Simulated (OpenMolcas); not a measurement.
# CH3BN2 (SMILES [H]/N=C1/BN1) at 6 levels

Aim: a comparison of 6 runs (HF/STO-3G, HF/def2-SVP, HF/pcseg-1, B3LYP/6-31G*, PBE0/def2-SVP, CCSD(T)/def2-SVPD) of CH3BN2. 

The results are computed with OpenMolcas 26.06.

5 further runs of the same task are left out: 3 that didn't finish, 2 set aside as unsound or not needed.

### 1 The molecule

CH3BN2 has 7 atoms, charge 0, and is taken as a singlet. SMILES: `[H]/N=C1/BN1`. Geometry: relaxed at GFN2-xTB.

Bond lengths: N1–C2 1.243 Å, C2–B3 1.502 Å, C2–N4 1.409 Å, B3–N4 1.380 Å, N1–H5 1.020 Å, B3–H6 1.151 Å, N4–H7 1.005 Å. Angles: N1–C2–B3 163.7°, N1–C2–N4 139.8°, B3–C2–N4 56.5°, C2–B3–N4 58.4°, C2–N4–B3 65.2°, C2–N1–H5 116.1°, C2–B3–H6 160.0°, N4–B3–H6 141.6°, C2–N4–H7 139.0°, B3–N4–H7 155.8°.

### 2 Energy and gradient at HF/STO-3G (run 1)

The input, struct.xyz:

```xyz
7

N     -1.370380     0.605870    -0.858390
C     -0.502480     0.224100    -0.054430
B      0.254950    -0.105840     1.199710
N      0.784100    -0.350040    -0.050880
H     -1.144700     0.498200    -1.847640
H      0.500880    -0.209370     2.319480
H      1.477620    -0.662910    -0.707840
```

The input, test.inp:

```
* CH3BN2 Hartree-Fock
&GATEWAY
BasLib = $CurrDir
Coord = struct.xyz
Basis = STO-3G
Group = NoSym
&SEWARD
&SCF
Thresholds = 1e-10 1e-07 1e-07 1e-05
PrOrbitals = 0
&ALASKA
```

The basis set STO-3G is read from a file made from the Basis Set Exchange's data (not shown).

Launch:

```sh
$ export MOLCAS_MEM=1860
$ pymolcas test.inp > test.log
```

What it wrote:

```text
--- Start Module: gateway ---
[...]
--- Stop Module: gateway /rc=_RC_ALL_IS_WELL_ ---
[...]
      Basis functions           23
[...]
--- Start Module: scf ---
[...]
       Convergence after  13 Iterations
[...]
::    Total SCF energy                               -170.9153030442
[...]
      Total spin, S                                     0.0000000000
[...]
      Total electronic charge=   28.000000
      Total            charge=   -0.000000
[...]
      Dipole Moment (debye):
      Origin of the operator (angstrom)=   -0.1960    0.0875   -0.0077
                   X=  2.9376E+00               Y= -1.3119E+00               Z= -5.0385E-01           Total=  3.2564E+00
      Quadrupole Moment (debye*angstrom):
[...]
--- Stop Module: scf /rc=_RC_ALL_IS_WELL_ ---
--- Start Module: alaska ---
[...]
 *              Molecular gradients               *
 **************************************************
  Irreducible representation: a
 ------------------------------------------------------------------------------------------
                              X                       Y                       Z
 ------------------------------------------------------------------------------------------
  N1                5.12569239237717E-02   -2.28965837913755E-02   -7.29550404685408E-03
  C2               -2.14021836830001E-02    9.54811045181214E-03   -1.59004730354084E-03
  B3               -1.94398552474382E-02    8.85074910526208E-03    1.61598541041350E-02
  N4                1.68637696978458E-02   -7.78112601717185E-03   -3.30821158122485E-02
  H5               -1.59985260722480E-02    7.22897067479267E-03    1.83484087030288E-02
  H6                3.28706194503092E-03   -1.52545945667798E-03   -1.52105459922502E-03
  H7               -1.45671905639388E-02    6.57533903335605E-03    8.98045895473976E-03
 ------------------------------------------------------------------------------------------
--- Stop Module: alaska /rc=_RC_ALL_IS_WELL_ ---
[...]
```

Wall time 1.6 s (1 thread of Arm Neoverse V2, shared host); peak memory 0.37 GiB.

### 3 Energy and forces at HF/def2-SVP (run 2)

The input, job.inp:

```
* CH3BN2 Hartree-Fock

&gateway
 baslib = $CurrDir
 coord
 7
 bohr
 N     -2.58964289     1.14492837    -1.62212201
 C     -0.94954958     0.42348762    -0.10285779
 B      0.48178568    -0.20000861     2.26712333
 N      1.48173425    -0.66147973    -0.09614927
 H     -2.16316949     0.94146156    -3.49153358
 H      0.94652602    -0.39565196     4.38318195
 H      2.79229712    -1.25271835    -1.33762374
 basis = def2-SVP
 group = NoSym

&seward

&scf
 thresholds = 1e-10 1e-07 1e-07 1e-05
 prorbitals = 0

&alaska
```

The basis set def2-SVP is read from a file made from the Basis Set Exchange's data (not shown).

Launch:

```sh
$ export MOLCAS_MEM=1860
$ pymolcas job.inp > job.log
```

What it wrote:

```text
--- Start Module: gateway ---
[...]
--- Stop Module: gateway /rc=_RC_ALL_IS_WELL_ ---
[...]
      Basis functions           71
[...]
--- Start Module: scf ---
[...]
       Convergence after  16 Iterations
[...]
::    Total SCF energy                               -173.0119251702
[...]
      Total spin, S                                     0.0000000000
[...]
      Total electronic charge=   28.000000
      Total            charge=   -0.000000
[...]
      Dipole Moment (debye):
      Origin of the operator (angstrom)=   -0.1960    0.0875   -0.0077
                   X=  3.3585E+00               Y= -1.4994E+00               Z= -3.8920E-01           Total=  3.6986E+00
      Quadrupole Moment (debye*angstrom):
[...]
--- Stop Module: scf /rc=_RC_ALL_IS_WELL_ ---
[...]
--- Start Module: alaska ---
[...]
 *              Molecular gradients               *
 **************************************************
  Irreducible representation: a
 ------------------------------------------------------------------------------------------
                              X                       Y                       Z
 ------------------------------------------------------------------------------------------
  N1                7.97352758125669E-03   -3.48616050873485E-03    8.30544525335597E-03
  C2               -1.01698810110228E-02    4.67095660474297E-03    1.70545158649380E-02
  B3               -7.77986474217074E-03    3.60067631105533E-03    1.22070399253573E-02
  N4                1.29208209858955E-02   -5.83583533233378E-03   -8.24599856049879E-04
  H5               -3.16436453644314E-03    1.29028675502289E-03   -1.33970989830283E-02
  H6               -2.36580166854661E-03    9.04638108362582E-04   -1.93423863277964E-02
  H7                2.58556339098792E-03   -1.14456193811607E-03   -4.00291587679114E-03
 ------------------------------------------------------------------------------------------
--- Stop Module: alaska /rc=_RC_ALL_IS_WELL_ ---
[...]
```

It took 5.1 s on 1 thread of Arm Neoverse V2, shared host; peak memory 0.42 GiB.

Runs 3 to 5 aren't shown in full; the table further down has their settings and results.

### 4 A single-point energy at CCSD(T)/def2-SVPD (Cholesky decomposition) (run 6)

The input, run.inp:

```
&GATEWAY
  BasLib=$CurrDir
  Coord
  7
  bohr
  N     -2.58964289     1.14492837    -1.62212201
  C     -0.94954958     0.42348762    -0.10285779
  B      0.48178568    -0.20000861     2.26712333
  N      1.48173425    -0.66147973    -0.09614927
  H     -2.16316949     0.94146156    -3.49153358
  H      0.94652602    -0.39565196     4.38318195
  H      2.79229712    -1.25271835    -1.33762374
  Basis=def2-SVPD
  Group=NoSym

&SEWARD
  High

&SCF
  Thresholds=1e-10 1e-07 1e-07 1e-05
  PrOrbitals=1

&CHCC
  Frozen=4
  Threshold=1e-08
  MaxIterations=80

&CHT3
  Frozen=4
```

The basis set def2-SVPD is read from a file made from the Basis Set Exchange's data (not shown).

Launch:

```sh
$ export MOLCAS_MEM=1860
$ pymolcas run.inp > run.log
```

What it wrote:

```text
--- Start Module: gateway ---
[...]
--- Stop Module: gateway /rc=_RC_ALL_IS_WELL_ ---
[...]
      Basis functions          104
[...]
       Convergence after  15 Iterations
[...]
::    Total SCF energy                               -173.0224691971
[...]
      Total spin, S                                     0.0000000000
[...]
      Total electronic charge=   28.000000
      Total            charge=   -0.000000
[...]
      Dipole Moment (debye):
      Origin of the operator (angstrom)=   -0.1960    0.0875   -0.0077
                   X=  3.4309E+00               Y= -1.5303E+00               Z= -1.6328E-01           Total=  3.7602E+00
      Quadrupole Moment (debye*angstrom):
[...]
--- Start Module: chcc ---
[...]
--- Stop Module: chcc /rc=_RC_ALL_IS_WELL_ ---
[...]
--- Start Module: cht3 ---
[...]
--- Stop Module: cht3 /rc=_RC_ALL_IS_WELL_ ---
[...]
```

Run time: 4.2 min. Hardware: 1 thread of Arm Neoverse V2, shared host; peak memory 0.24 GiB.

### 5 The series

```tsv
run	level	Cartesian functions	integration grid	energy (Eh)	dipole moment (D) of the reference	HOMO energy (eV)	LUMO energy (eV)	wall time
1	HF/STO-3G	no	–	-170.915303	3.26	-8.15	7.30	1.6 s
2	HF/def2-SVP	no	–	-173.011925	3.70	-10.31	3.20	5.1 s
3	HF/pcseg-1	no	–	-173.096526	3.73	-10.49	2.93	4.2 s
4	B3LYP/6-31G* (Cartesian functions)	yes	UltraFine	-174.211074	3.56	-6.40	-0.54	19 s
5	PBE0/def2-SVP	no	UltraFine	-173.878112	3.56	-6.73	-0.50	20 s
6	CCSD(T)/def2-SVPD (Cholesky decomposition)	no	–	-173.624913	3.76	-10.46	1.89	4.2 min
```

### 6 Results

```
                                          quantity          value
                               run 6: total energy  -173.62491 Eh
         run 6: dipole moment (mean-field density)         3.76 D
        run 6: HOMO energy (Hartree–Fock orbitals)      -10.46 eV
        run 6: LUMO energy (Hartree–Fock orbitals)        1.89 eV
      run 6: HOMO–LUMO gap (Hartree–Fock orbitals)       12.36 eV
run 6: correlation energy (4 core orbitals frozen)     -602.4 mEh
                             run 6: (T) correction     -24.42 mEh
```

Over runs 1, 2, 3, 4, 5 the dipole moment (its size) runs from 3.26 D (HF/STO-3G) to 3.73 D (HF/pcseg-1). Over runs 1, 2, 3, 4, 5 the HOMO–LUMO gap runs from 5.86 eV (B3LYP/6-31G*) to 15.45 eV (HF/STO-3G). The two ends differ in method and basis. Totals of different functionals can't be ranked against each other. In run 1 the basis is minimal, so the values are rough. All runs together took 5 min, the longest 4.2 min.
